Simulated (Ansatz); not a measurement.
# H7NOSi2: the cost of one run

All numbers below are computed with Ansatz 0.2.0 (RKS B3LYP-D4/def2-SVP).

## 1. Starting point

Bond lengths: Si1–N2 1.820 Å, N2–H3 1.060 Å, N2–H4 1.060 Å, Si1–O5 1.680 Å, O5–Si6 1.680 Å, Si6–H7 1.460 Å, Si6–H8 1.460 Å, Si6–H9 1.460 Å, Si1–H10 1.459 Å, Si1–H11 1.459 Å. Angles (14 of 16 angles, heavy atoms first): N2–Si1–O5 109.4°, Si1–O5–Si6 125.0°, Si1–N2–H3 120.0°, Si1–N2–H4 120.0°, N2–Si1–H10 109.5°, N2–Si1–H11 109.5°, O5–Si1–H10 109.5°, O5–Si1–H11 109.5°, O5–Si6–H7 109.5°, O5–Si6–H8 109.5°, O5–Si6–H9 109.5°, H3–N2–H4 120.0°, H10–Si1–H11 109.5°, H7–Si6–H8 109.4°.

Coordinates:

```xyz
11

Si    0.0000    0.0000    0.0000
N     0.0000    0.0000    1.8200
H    -0.8770   -0.2713    2.3500
H     0.8770    0.2713    2.3500
O     1.5842    0.0000   -0.5594
Si    2.4906   -1.3762   -0.8866
H     1.6598   -2.3521   -1.5857
H     3.6318   -1.0202   -1.7249
H     2.9691   -1.9538    0.3660
H    -0.6877    1.1914   -0.4862
H    -0.6877   -1.1914   -0.4862
```

## 2. Relaxing the start

File input.yaml:

```yaml
crystal:
  periodic: [false, false, false]
  atoms:
    - { symbol: Si, position_ang: [0.0, 0.0, 0.0] }
    - { symbol: "N", position_ang: [0.0, 0.0, 1.82] }
    - { symbol: H, position_ang: [-0.877, -0.2713, 2.35] }
    - { symbol: H, position_ang: [0.877, 0.2713, 2.35] }
    - { symbol: O, position_ang: [1.5842, 0.0, -0.5594] }
    - { symbol: Si, position_ang: [2.4906, -1.3762, -0.8866] }
    - { symbol: H, position_ang: [1.6598, -2.3521, -1.5857] }
    - { symbol: H, position_ang: [3.6318, -1.0202, -1.7249] }
    - { symbol: H, position_ang: [2.9691, -1.9538, 0.366] }
    - { symbol: H, position_ang: [-0.6877, 1.1914, -0.4862] }
    - { symbol: H, position_ang: [-0.6877, -1.1914, -0.4862] }
basis:
  gaussian: { orbitals: def2-SVP }
hamiltonian:
  xc: b3lyp
  dispersion: d4
relax:
  f_tol: 0.02
  max_steps: 40
```

Command:

```console
$ ansatz run input.yaml --threads 2 --pin off --max-ram 3072MiB --backend cpu --events-out ev --progress --plain --runs-dir out
```

What time and memory should one allow on 2 threads of Arm Neoverse V2, shared host?

About 23 s, with a peak of 0.2 GiB.
